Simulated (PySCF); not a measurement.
# C10H9BrFe: field gradients at the nuclei, part 2 of 2

Aim: the electric field gradients and quadrupole couplings of C10H9BrFe at several levels. Each job file holds the settings and the coordinates that a driver script hands to the program.

PySCF 2.14.0, density-fitted response routines. Earlier steps stand in the parts before.

## Step 6: Field gradients, CAM-B3LYP/def2-TZVPP

The input, job.txt:

```
{"job": {"kind": "efgt", "xc": "CAM-B3LYP", "basis": "def2-TZVPP"}, "charge": 0, "multiplicity": 1}
Br     2.391935     0.327000     0.411862
C      0.610759     0.138283     0.967947
C     -0.309655     1.208545     1.167645
C     -1.526609     0.632837     1.635128
C     -1.350493    -0.779516     1.722337
C     -0.022683    -1.092337     1.309822
Fe    -1.020201    -0.136199    -0.183360
C     -1.037313    -1.410164    -1.771019
C     -2.369529    -1.071065    -1.391911
C     -2.508220     0.344448    -1.490433
C     -1.261634     0.879174    -1.930760
C     -0.353334    -0.205107    -2.103617
H     -0.109810     2.261373     0.979636
H     -2.440431     1.178757     1.864431
H     -2.106348    -1.500451     2.029956
H      0.431370    -2.079125     1.248020
H     -0.608503    -2.411054    -1.778839
H     -3.138917    -1.768017    -1.063141
H     -3.402213     0.917929    -1.250309
H     -1.034093     1.933264    -2.081833
H      0.694672    -0.121982    -2.388912
```

Output:

```text
coarse grid: 88832 points
cycle   1  E = -4211.3493253812  dE =  1.349e+01  |g| = 7.156e+00  |ddm| = 1.908e+01
cycle   2  E = -4099.7577127099  dE =  1.116e+02  |g| = 2.989e+01  |ddm| = 3.189e+01
cycle   3  E = -4180.3045012269  dE = -8.055e+01  |g| = 1.829e+01  |ddm| = 1.653e+01
cycle   4  E = -4198.2943801454  dE = -1.799e+01  |g| = 1.389e+01  |ddm| = 6.888e+00
cycle   5  E = -4211.1790466819  dE = -1.288e+01  |g| = 1.005e+01  |ddm| = 6.616e+00
cycle   6  E = -4210.6367917682  dE =  5.423e-01  |g| = 8.877e+00  |ddm| = 4.225e+00
cycle   7  E = -4219.4778982157  dE = -8.841e+00  |g| = 6.249e+00  |ddm| = 4.477e+00
cycle   8  E = -4220.7997642810  dE = -1.322e+00  |g| = 5.321e+00  |ddm| = 2.124e+00
cycle   9  E = -4222.1845927172  dE = -1.385e+00  |g| = 4.473e+00  |ddm| = 1.460e+00
cycle  10  E = -4211.5843418239  dE =  1.060e+01  |g| = 7.234e+00  |ddm| = 1.508e+02
cycle  11  E = -4222.2724834299  dE = -1.069e+01  |g| = 4.373e+00  |ddm| = 1.507e+02
cycle  12  E = -4222.1478768367  dE =  1.246e-01  |g| = 4.495e+00  |ddm| = 7.637e-02
cycle  13  E = -4223.9252072851  dE = -1.777e+00  |g| = 2.156e+00  |ddm| = 9.720e-01
cycle  14  E = -4224.4393656788  dE = -5.142e-01  |g| = 4.572e-01  |ddm| = 1.024e+00
cycle  15  E = -4224.4687671616  dE = -2.940e-02  |g| = 2.554e-01  |ddm| = 6.600e-01
cycle  16  E = -4224.4795324141  dE = -1.077e-02  |g| = 4.295e-02  |ddm| = 2.685e-01
cycle  17  E = -4224.4798771071  dE = -3.447e-04  |g| = 3.180e-02  |ddm| = 6.417e-02
cycle  18  E = -4224.4800062051  dE = -1.291e-04  |g| = 1.080e-02  |ddm| = 1.948e-02
cycle  19  E = -4224.4800239674  dE = -1.776e-05  |g| = 2.328e-03  |ddm| = 8.575e-03
cycle  20  E = -4224.4800255356  dE = -1.568e-06  |g| = 8.384e-04  |ddm| = 4.072e-03
final grid: 270784 points
cycle  21  E = -4224.4801142260  dE = -1.207e-07  |g| = 1.756e-03  |ddm| = 1.667e-02
cycle  22  E = -4224.4801085418  dE =  5.684e-06  |g| = 7.385e-03  |ddm| = 3.873e-03
cycle  23  E = -4224.4801145901  dE = -6.048e-06  |g| = 7.144e-04  |ddm| = 2.668e-03
cycle  24  E = -4224.4801146863  dE = -9.617e-08  |g| = 7.063e-05  |ddm| = 6.446e-04
cycle  25  E = -4224.4801146901  dE = -3.854e-09  |g| = 5.595e-05  |ddm| = 2.715e-04
cycle  26  E = -4224.4801146919  dE = -1.730e-09  |g| = 1.543e-05  |ddm| = 1.556e-04
cycle  27  E = -4224.4801146921  dE = -2.346e-10  |g| = 1.017e-05  |ddm| = 4.774e-05
converged SCF energy = -4224.4801146921

Field-gradient tensors (au): xx yy zz xy xz yz
  0 Br    6.53032   -3.67265   -2.85768    1.10154   -3.11488   -0.33285
  1 C     0.27965   -0.25718   -0.02247    0.06593   -0.03720    0.01051
  2 C    -0.04943   -0.08513    0.13455   -0.00081    0.08987    0.10281
  3 C    -0.11194   -0.09376    0.20570    0.02728    0.04109    0.06208
  4 C    -0.09935   -0.11526    0.21462   -0.02132    0.05350   -0.01135
  5 C    -0.05504   -0.09809    0.15313    0.02361    0.10750   -0.04863
  6 Fe   -0.74706   -0.98115    1.72821    0.08719    0.87481    0.27845
  7 C    -0.09440   -0.10027    0.19467    0.03030    0.06294    0.09556
  8 C    -0.04926   -0.09548    0.14474    0.02264    0.13631    0.07392
  9 C    -0.04648   -0.11004    0.15651    0.00848    0.14545   -0.01066
 10 C    -0.08515   -0.12823    0.21338   -0.01505    0.07890   -0.03688
 11 C    -0.14177   -0.09812    0.23989   -0.00223    0.02692    0.02639
 12 H    -0.12237    0.26138   -0.13901    0.07377   -0.01868   -0.07132
 13 H     0.16062   -0.02867   -0.13194   -0.17826   -0.08067    0.04334
 14 H     0.06671    0.05014   -0.11685    0.19339   -0.08872   -0.08120
 15 H    -0.06337    0.21338   -0.15001   -0.15992   -0.01509    0.01899
 16 H    -0.07169    0.22249   -0.15080   -0.15337   -0.00624    0.00179
 17 H     0.07491    0.03811   -0.11302    0.19128   -0.09487   -0.08308
 18 H     0.14902   -0.01809   -0.13093   -0.18374   -0.08112    0.04728
 19 H    -0.11872    0.26121   -0.14248    0.08462   -0.01716   -0.05899
 20 H     0.25133   -0.13165   -0.11968    0.02998   -0.11195   -0.01001
```

It took 2.2 min on 8 threads of AMD EPYC 9R45 (Zen 5), shared host; peak memory 6.6 GiB.

## Step 7: Field gradients, HF/def2-TZVPP

job.txt: that of step 6 with these lines changed.

```diff
@@ -1,2 +1,2 @@
-{"job": {"kind": "efgt", "xc": "CAM-B3LYP", "basis": "def2-TZVPP"}, "charge": 0, "multiplicity": 1}
+{"job": {"kind": "efgt", "xc": "HF", "basis": "def2-TZVPP"}, "charge": 0, "multiplicity": 1}
 Br     2.391935     0.327000     0.411862
```

Output:

```text
final grid: 270784 points
cycle   1  E = -4208.4832155697  dE =  1.138e+01  |g| = 7.010e+00  |ddm| = 2.888e+01
cycle   2  E = -4158.6209737125  dE =  4.986e+01  |g| = 2.098e+01  |ddm| = 3.379e+01
cycle   3  E = -4202.9686387536  dE = -4.435e+01  |g| = 1.131e+01  |ddm| = 1.626e+01
cycle   4  E = -4206.4826690417  dE = -3.514e+00  |g| = 8.328e+00  |ddm| = 3.814e+00
cycle   5  E = -4214.2643701298  dE = -7.782e+00  |g| = 5.817e+00  |ddm| = 3.861e+00
cycle   6  E = -4218.2843658381  dE = -4.020e+00  |g| = 1.540e+00  |ddm| = 1.953e+00
cycle   7  E = -4218.6480392727  dE = -3.637e-01  |g| = 4.275e-01  |ddm| = 1.280e+00
cycle   8  E = -4218.7006161394  dE = -5.258e-02  |g| = 1.623e-01  |ddm| = 4.092e-01
cycle   9  E = -4218.7161869732  dE = -1.557e-02  |g| = 1.123e-01  |ddm| = 2.645e-01
cycle  10  E = -4218.7216289616  dE = -5.442e-03  |g| = 5.755e-02  |ddm| = 1.705e-01
cycle  11  E = -4218.7235284470  dE = -1.899e-03  |g| = 1.443e-02  |ddm| = 1.678e-01
cycle  12  E = -4218.7235857811  dE = -5.733e-05  |g| = 3.664e-03  |ddm| = 2.148e-02
cycle  13  E = -4218.7235901443  dE = -4.363e-06  |g| = 1.714e-03  |ddm| = 9.399e-03
cycle  14  E = -4218.7235914586  dE = -1.314e-06  |g| = 9.050e-04  |ddm| = 2.975e-03
cycle  15  E = -4218.7235922736  dE = -8.150e-07  |g| = 6.192e-04  |ddm| = 2.339e-03
cycle  16  E = -4218.7235928205  dE = -5.469e-07  |g| = 5.176e-04  |ddm| = 1.609e-03
cycle  17  E = -4218.7235933680  dE = -5.474e-07  |g| = 3.958e-04  |ddm| = 1.531e-03
cycle  18  E = -4218.7235939772  dE = -6.092e-07  |g| = 2.026e-04  |ddm| = 2.476e-03
cycle  19  E = -4218.7235941185  dE = -1.413e-07  |g| = 1.148e-04  |ddm| = 1.342e-03
cycle  20  E = -4218.7235941409  dE = -2.248e-08  |g| = 6.933e-05  |ddm| = 4.957e-04
cycle  21  E = -4218.7235941489  dE = -7.936e-09  |g| = 5.651e-05  |ddm| = 2.253e-04
cycle  22  E = -4218.7235941537  dE = -4.820e-09  |g| = 4.860e-05  |ddm| = 1.307e-04
cycle  23  E = -4218.7235941599  dE = -6.217e-09  |g| = 4.293e-05  |ddm| = 1.623e-04
cycle  24  E = -4218.7235941681  dE = -8.155e-09  |g| = 3.627e-05  |ddm| = 2.367e-04
cycle  25  E = -4218.7235941772  dE = -9.091e-09  |g| = 2.609e-05  |ddm| = 3.631e-04
cycle  26  E = -4218.7235941813  dE = -4.173e-09  |g| = 2.007e-05  |ddm| = 2.678e-04
cycle  27  E = -4218.7235941828  dE = -1.484e-09  |g| = 1.282e-05  |ddm| = 1.672e-04
cycle  28  E = -4218.7235941835  dE = -6.567e-10  |g| = 6.974e-06  |ddm| = 1.279e-04
converged SCF energy = -4218.7235941835

Field-gradient tensors (au): xx yy zz xy xz yz
  0 Br    6.39739   -3.54796   -2.84944    1.07500   -3.01551   -0.32812
  1 C     0.29284   -0.26744   -0.02540    0.06811   -0.04932    0.00942
  2 C    -0.05863   -0.08132    0.13995   -0.00091    0.09275    0.10415
  3 C    -0.10831   -0.09919    0.20750    0.02120    0.04137    0.06329
  4 C    -0.09916   -0.11741    0.21657   -0.01379    0.05302   -0.01174
  5 C    -0.06374   -0.09515    0.15889    0.02101    0.11071   -0.04900
  6 Fe   -1.10969   -1.48081    2.59050    0.13387    1.32756    0.41954
  7 C    -0.09724   -0.09106    0.18830    0.02254    0.06336    0.09326
  8 C    -0.04925   -0.09551    0.14476    0.03099    0.13171    0.07009
  9 C    -0.04308   -0.11242    0.15550    0.00014    0.14140   -0.00744
 10 C    -0.09051   -0.11629    0.20680   -0.01027    0.07831   -0.03700
 11 C    -0.13184   -0.10595    0.23779   -0.00031    0.02949    0.02704
 12 H    -0.12417    0.26630   -0.14213    0.07460   -0.01974   -0.07361
 13 H     0.16459   -0.02864   -0.13595   -0.18182   -0.08210    0.04341
 14 H     0.06880    0.05193   -0.12072    0.19728   -0.09048   -0.08227
 15 H    -0.06431    0.21785   -0.15354   -0.16245   -0.01635    0.01998
 16 H    -0.07240    0.22768   -0.15528   -0.15683   -0.00661    0.00069
 17 H     0.07659    0.03948   -0.11606    0.19496   -0.09806   -0.08555
 18 H     0.15217   -0.01769   -0.13449   -0.18757   -0.08415    0.04855
 19 H    -0.12051    0.26755   -0.14704    0.08659   -0.01798   -0.05946
 20 H     0.25691   -0.13351   -0.12340    0.03054   -0.11425   -0.01036
```

Run time: 63 s. Hardware: 8 threads of AMD EPYC 9R45 (Zen 5), shared host; peak memory 6.6 GiB.

## Step 8: The levels side by side

Largest principal value Vzz, in atomic units:

| atom | PBE0/def2-TZVPP | PBE/def2-TZVPP | B3LYP/def2-TZVPP | CAM-B3LYP/def2-TZVPP | HF/def2-TZVPP |
| --- | --- | --- | --- | --- | --- |
| Br1 | 7.3721 | 7.2309 | 7.4438 | 7.5874 | 7.4092 |
| C2 | 0.2860 | 0.2782 | 0.2920 | 0.2917 | 0.3079 |
| C3 | 0.1948 | 0.1839 | 0.1952 | 0.2030 | 0.2092 |
| C4 | 0.2160 | 0.2055 | 0.2175 | 0.2243 | 0.2260 |
| C5 | 0.2159 | 0.2054 | 0.2173 | 0.2241 | 0.2258 |
| C6 | 0.1947 | 0.1838 | 0.1951 | 0.2030 | 0.2092 |
| Fe7 | 1.8894 | 1.4493 | 1.8441 | 2.0344 | 3.0602 |
| C8 | 0.2298 | 0.2215 | 0.2316 | 0.2373 | 0.2303 |
| C9 | 0.2251 | 0.2151 | 0.2265 | 0.2327 | 0.2294 |
| C10 | 0.2249 | 0.2149 | 0.2263 | 0.2325 | 0.2291 |
| C11 | 0.2297 | 0.2213 | 0.2315 | 0.2372 | 0.2304 |
| C12 | 0.2359 | 0.2258 | 0.2378 | 0.2438 | 0.2422 |
| H13 | 0.2928 | 0.2922 | 0.2867 | 0.2877 | 0.2933 |
| H14 | 0.2928 | 0.2920 | 0.2867 | 0.2877 | 0.2939 |
| H15 | 0.2928 | 0.2920 | 0.2867 | 0.2877 | 0.2939 |
| H16 | 0.2928 | 0.2922 | 0.2867 | 0.2877 | 0.2933 |
| CPU time | 5.7 min | 6.9 min | 14 min | 7.5 min | 4 min |

Couplings eQVzz/h in MHz (234.9647 × Q in barn × Vzz), with Q = 0.3087 (79Br), 0.00285783 (2H):

| nucleus | PBE0/def2-TZVPP | PBE/def2-TZVPP | B3LYP/def2-TZVPP | CAM-B3LYP/def2-TZVPP | HF/def2-TZVPP |
| --- | --- | --- | --- | --- | --- |
| 79Br (atom 1) | 534.728 | 524.487 | 539.923 | 550.342 | 537.413 |
| 2H (atom 13) | 0.197 | 0.196 | 0.192 | 0.193 | 0.197 |
| 2H (atom 14) | 0.197 | 0.196 | 0.193 | 0.193 | 0.197 |
| 2H (atom 15) | 0.197 | 0.196 | 0.192 | 0.193 | 0.197 |
| 2H (atom 16) | 0.197 | 0.196 | 0.192 | 0.193 | 0.197 |
| 2H (atom 17) | 0.197 | 0.196 | 0.193 | 0.193 | 0.198 |
| 2H (atom 18) | 0.197 | 0.196 | 0.193 | 0.194 | 0.198 |
| 2H (atom 19) | 0.197 | 0.196 | 0.193 | 0.194 | 0.198 |
| 2H (atom 20) | 0.197 | 0.196 | 0.193 | 0.193 | 0.198 |
| 2H (atom 21) | 0.195 | 0.194 | 0.190 | 0.191 | 0.195 |

## Step 9: Outcome

What follows sums up all 2 parts.

| quantity | value |
| --- | --- |
| coupling of 79Br (atom 1), PBE0/def2-TZVPP | 534.728 MHz |
| coupling of 2H (atom 13), PBE0/def2-TZVPP | 0.197 MHz |
| coupling of 2H (atom 14), PBE0/def2-TZVPP | 0.197 MHz |
| coupling of 2H (atom 15), PBE0/def2-TZVPP | 0.197 MHz |
| coupling of 2H (atom 16), PBE0/def2-TZVPP | 0.197 MHz |

In words: The largest coupling, that of 79Br, runs from 524.487 (PBE/def2-TZVPP) to 550.342 MHz (CAM-B3LYP/def2-TZVPP). The gradients are non-relativistic, at the equilibrium geometry and in principal axes; measured couplings hold vibrational averaging and refer to the inertial axes. The def2 sets are stiff near the nuclei, which limits their accuracy.
